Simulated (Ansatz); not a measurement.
Runs of Ansatz 0.2.0 on CsLiCr2Te2S3. Symmetry: P3m1, No. 156, trigonal system. The conventional cell has a = 3.604 Å, b = 3.604 Å, c = 19.067 Å, α = 90.00°, β = 90.00°, γ = 120.00°. Around Cs (site symmetry 3m) lie 3 S at 3.38 Å and 6 Cs at 3.60 Å and 3 Te at 3.77 Å. Li (site symmetry 3m) is surrounded by 6 S at 2.63 to 2.66 Å. Cr (site symmetry 3m) is surrounded by 3 S at 2.40 Å and 3 Te at 2.74 Å. Cr (site symmetry 3m) is surrounded by 6 S at 2.43 to 2.45 Å. Around Te (site symmetry 3m) lie 6 Te at 3.60 Å and 3 Cs at 3.77 Å. Te (site symmetry 3m) is surrounded by 3 Cr at 2.74 Å. S (site symmetry 3m) is surrounded by 3 Cr at 2.45 Å and 3 Li at 2.63 Å. S (site symmetry 3m) is surrounded by 3 Cr at 2.40 Å and 3 Li at 2.66 Å. The cell was built by a generator and needn't be a form met in nature.

| task | level | U | cell | k mesh | points for each segment of the path | hubbard projectors | double counting | gap on the mesh (eV) | pressure (GPa) | moment (μB) | largest force (eV/Å) |
| --- | --- | --- | --- | --- | --- | --- | --- | --- | --- | --- | --- |
| band structure | RPBE | - | as given | 9 × 9 × 2 | 10 | - | - | none | (c) | 5.65 | 0.14 |
| projected density of states | PBE+U | Cr d U = 2 eV | as given | 9 × 9 × 2 | - | ortho-atomic (the default) | fll (the default) | none | 1.3 | 5.93 | (d) |
| projected density of states | PBE+U | Cr d U = 8 eV | as given | 9 × 9 × 2 | - | ortho-atomic (the default) | fll (the default) | none | 5.4 | (b) | 1.41 |
| projected density of states | PBE+U | Cr d U = 4 eV | as given | 9 × 9 × 2 | - | ortho-atomic (the default) | fll (the default) | none | 2.6 | 6.09 | 0.77 |
| projected density of states | PBE+U | Cr d U = 6 eV | as given | 9 × 9 × 2 | - | ortho-atomic (the default) | fll (the default) | none | 4.0 | 6.12 | 1.10 |
| relaxation of cell and atoms | RPBE | - | relaxed | 6 × 6 × 1 | - | - | - | none | 0.0 | (a) | - |

Alike in all rows: potentials or basis Ansatz PAW; spin collinear, ferromagnetic start; cutoff (eV) 420; smearing fermi-dirac 0.05 eV.

Task: Estimate the missing entries.

Result: (a) 5.73; (b) 6.15; (c) 2.1; (d) 0.40.

Caveats: only a ferromagnetic start was run, and an antiferromagnetic order may lie lower in energy; the magnetic or orbital state may not be the lowest (some runs); the density of states is complete only up to the lowest level of the last band computed (some runs); the PAW data sets come from PBE, with cores solved anew for the run's functional, which leaves a small shift of forces and pressure (some runs); forces of over 1 eV/Å show positions far from the minimum, so gaps and moduli don't describe the material at rest (some runs); spin-orbit coupling is left out, which moves the levels of the heavy elements (some runs); the plane-wave basis is chosen anew once the cell has moved, so the energies of steps on either side of that aren't comparable (some runs).

A k mesh can miss the band edges, and the runs leave out spin-orbit coupling on Cs, Te.

A gap of «none» marks a metal or a gap under the smearing width.
